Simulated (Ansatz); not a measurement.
# C₂HBO (SMILES B=C=C=O): functionals against CCSD(T) at one geometry

The task here is to estimate one member of a computed series from the others.

Method: single points in def2-TZVPP; program: Ansatz 0.2.0, Gaussian basis.

Correlated methods freeze the cores.

### Where the work starts

SMILES `B=C=C=O`, 5 atoms, charge 0, spin multiplicity 1.

Atoms are counted from 1 here; the program's logs count them from 0.

Bond lengths: B1–C2 1.516 Å, B1–H5 1.170 Å, C2–C3 1.205 Å, C3–O4 1.154 Å. Angles: C2–B1–H5 170.8°, B1–C2–C3 172.2°, C2–C3–O4 171.4°.

As a file:

```
B    -0.79460    1.05500   -0.40940
C     0.11680   -0.08590   -0.00320
C     0.75140   -1.00080    0.45690
O     1.40280   -1.91230    0.73330
H    -1.34810    2.00490   -0.81090
```

The first run:

Contents of run/in.yaml:

```yaml
crystal:
  periodic: [false, false, false]
  atoms:
    - {symbol: B, position_ang: [-0.794600, 1.055000, -0.409400]}
    - {symbol: C, position_ang: [0.116800, -0.085900, -0.003200]}
    - {symbol: C, position_ang: [0.751400, -1.000800, 0.456900]}
    - {symbol: O, position_ang: [1.402800, -1.912300, 0.733300]}
    - {symbol: H, position_ang: [-1.348100, 2.004900, -0.810900]}
basis:
  gaussian: {orbitals: def2-TZVPP}
correlation: {method: ccsd_t}
output: {forces: true}
```

The command line of these runs was not kept.

Steps of the session up to this table: CCSD(T)/def2-TZVPP; PBE0-D4/def2-TZVPP; wB97M-V/def2-TZVPP; r2SCAN-D4/def2-TZVPP; PBE-D4/def2-TZVPP; SPW92/def2-TZVPP; BLYP-D4/def2-TZVPP.

One of the session's tables, all rows but one given; the rest of the session is left out.

```
   method  RMS force component (eV/Å)  angle to CCSD(T) forces (°)  dipole (D)
  CCSD(T)                       4.254                    reference        2.97
  PBE0-D4                       4.203                          3.7        3.45
  wB97M-V                       4.311                          3.9        3.65
r2SCAN-D4                       4.113                          2.4        3.20
   PBE-D4                           ?                            ?           ?
    SPW92                       4.087                          3.3        2.96
  BLYP-D4                       4.065                          5.0        2.94
```

Q: Estimate the row for PBE-D4 from the others.

The run gave: RMS force component (eV/Å): 4.122; angle to CCSD(T) forces (°): 3.8; dipole (D): 2.88. In the column «RMS force component (eV/Å)» it lies between r2SCAN-D4 (4.113) and PBE0-D4 (4.203).
